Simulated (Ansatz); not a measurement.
**BH₃OSe (SMILES BO[SeH]): single points off equilibrium**

One table from this session's results is given with a row withheld; the runs are named, their logs left out.

Program: Ansatz 0.2.0, Gaussian basis. Level of theory: single points in def2-TZVPP. These are calculated values, not measurements.

Correlated methods freeze the cores. Filled d shells of the heavier atoms are correlated.

## The system as given

6 atoms, charge 0, spin multiplicity 1.

Atoms are counted from 1 here; the program's logs count them from 0.

Bond lengths: B1–O2 1.330 Å, B1–H4 1.141 Å, B1–H5 1.296 Å, O2–Se3 1.901 Å, Se3–H6 1.551 Å. Angles: O2–B1–H4 126.8°, O2–B1–H5 111.4°, H4–B1–H5 121.4°, B1–O2–Se3 127.0°, O2–Se3–H6 86.7°.

Coordinates:

```xyz
6
charge 0, multiplicity 1
B    -0.6710    0.4227   -0.7206
O    -0.0711    0.0156    0.3947
Se    1.6538   -0.7696    0.5435
H    -0.2800    0.3134   -1.7867
H    -1.8634    0.8698   -0.4804
H     1.3750   -0.8745    2.0652
```

Set-up of the first run:

run/in.yaml reads:

```yaml
crystal:
  periodic: [false, false, false]
  atoms:
    - {symbol: B, position_ang: [-0.671000, 0.422700, -0.720600]}
    - {symbol: O, position_ang: [-0.071100, 0.015600, 0.394700]}
    - {symbol: Se, position_ang: [1.653800, -0.769600, 0.543500]}
    - {symbol: H, position_ang: [-0.280000, 0.313400, -1.786700]}
    - {symbol: H, position_ang: [-1.863400, 0.869800, -0.480400]}
    - {symbol: H, position_ang: [1.375000, -0.874500, 2.065200]}
basis:
  gaussian: {orbitals: def2-TZVPP}
correlation: {method: ccsd_t}
output: {forces: true}
```

The command line of these runs was not kept.

Steps of the session up to this table: CCSD(T)/def2-TZVPP; PBE0-D4/def2-TZVPP; wB97M-V/def2-TZVPP; r2SCAN-D4/def2-TZVPP; PBE-D4/def2-TZVPP; wB97X-V/def2-TZVPP; BLYP-D4/def2-TZVPP.

One of the session's tables, all rows but one given; the rest of the session is left out.

| method | RMS force component (eV/Å) | angle to CCSD(T) forces (°) | dipole (D) |
| --- | --- | --- | --- |
| CCSD(T) | 1.151 | reference | 1.79 |
| PBE0-D4 | 1.098 | 10.1 | 1.64 |
| wB97M-V | 1.158 | 6.2 | 1.92 |
| r2SCAN-D4 | ? | ? | ? |
| PBE-D4 | 0.945 | 13.4 | 1.52 |
| wB97X-V | 1.217 | 6.0 | 1.85 |
| BLYP-D4 | 0.917 | 17.5 | 1.57 |

Estimate the missing values for r2SCAN-D4.

**Answer.** RMS force component (eV/Å): 1.022; angle to CCSD(T) forces (°): 10.1; dipole (D): 1.47. In the column «RMS force component (eV/Å)» it lies between PBE-D4 (0.945) and PBE0-D4 (1.098).
